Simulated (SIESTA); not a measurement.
Set up this calculation in SIESTA 5.4.2, as the native input.

```
Task                : single point
Functional          : PBE
Potentials or basis : PseudoDojo 0.4 standard (PBE files)
Basis               : DZP (energy shift 0.003 Ry; two zetas on semicore shells)
Grid cutoff         : 800 Ry
Energy shift        : 0.003 Ry
k mesh              : 10 × 10 × 4
Occupations         : fermi-dirac, width 0.05 eV
Spin                : no spin polarisation
```

Ti3Se:

```
Se Ti
1.0
     3.19745    0.00000    0.00000
    -1.59872    2.76907    0.00000
     0.00000    0.00000    7.94275
Se Ti
1 3
Direct
  0.99885 0.00647 0.00364
  0.64870 0.33556 0.49647
  0.33987 0.68278 0.77849
  0.33023 0.67526 0.22373
```

The cell comes from a database or a generator and needn't be the stable form of this composition.

The cell isn't the ideal one: atoms moved at random, drawn with an rms of 0.05 Å.

One way to write it, as run:

Ti3Se.fdf

```
SystemName                      Ti3Se
SystemLabel                     Ti3Se
NumberOfSpecies                 2
NumberOfAtoms                   4
%block ChemicalSpeciesLabel
  1  34 Se
  2  22 Ti
%endblock ChemicalSpeciesLabel

LatticeConstant                 1.0 Ang
%block LatticeVectors
     3.1974455988     0.0000000000     0.0000000000
    -1.5987227994     2.7690691158     0.0000000000
     0.0000000000     0.0000000000     7.9427450000
%endblock LatticeVectors
AtomicCoordinatesFormat         Fractional
%block AtomicCoordinatesAndAtomicSpecies
    -0.0011540000     0.0064750000     0.0036350000  1  Se
     0.6486990000     0.3355620000     0.4964740000  2  Ti
     0.3398740000     0.6827770000     0.7784920000  2  Ti
     0.3302270000     0.6752620000     0.2237280000  2  Ti
%endblock AtomicCoordinatesAndAtomicSpecies

%block kgrid.MonkhorstPack
   10   0   0  0.0
    0  10   0  0.0
    0   0   4  0.0
%endblock kgrid.MonkhorstPack
XC.Functional                   GGA
XC.Authors                      PBE
PAO.BasisSize                   DZP
PAO.EnergyShift                 0.003 Ry
Mesh.Cutoff                     800 Ry
OccupationFunction              FD
ElectronicTemperature           0.05 eV
MaxSCFIterations                120
SCF.MustConverge                false
SCF.Mixer.Method                Pulay
SCF.Mixer.Weight                0.25
SCF.Mixer.History               8
SCF.DM.Tolerance                5.0e-05
SCF.H.Tolerance                 1.0e-03 eV
WriteForces                     true
Charge.Mulliken                 end
%block PAO.Basis
  Se 4
  n=4 0 2
    5.139 0.000
  n=4 1 2
    6.735 0.000
  n=3 2 2
    2.657 0.000
  n=4 2 1
    6.735
  Ti 5
  n=3 0 2
    3.144 0.000
  n=4 0 2
    8.756 0.000
  n=3 1 2
    3.568 0.000
  n=4 1 1
    8.756
  n=3 2 2
    6.267 0.000
%endblock PAO.Basis
```

Potentials or basis: PseudoDojo 0.4 standard (PBE files), DZP (energy shift 0.003 Ry; two zetas on semicore shells).

Run with:

```bash
$ siesta < Ti3Se.fdf > Ti3Se.out 2>&1
```

Results of the run:

The pressure is 2.5 GPa. The largest force is 0.869 eV/Å. The band gap on the k mesh is none (metal or under the smearing width).

Caveat: the basis of atomic orbitals isn't converged, which shifts pressures, moduli and gaps.

Wall time 2.8 min on 1 thread of Arm Neoverse V1 (shared host), peak memory 0.46 GiB.
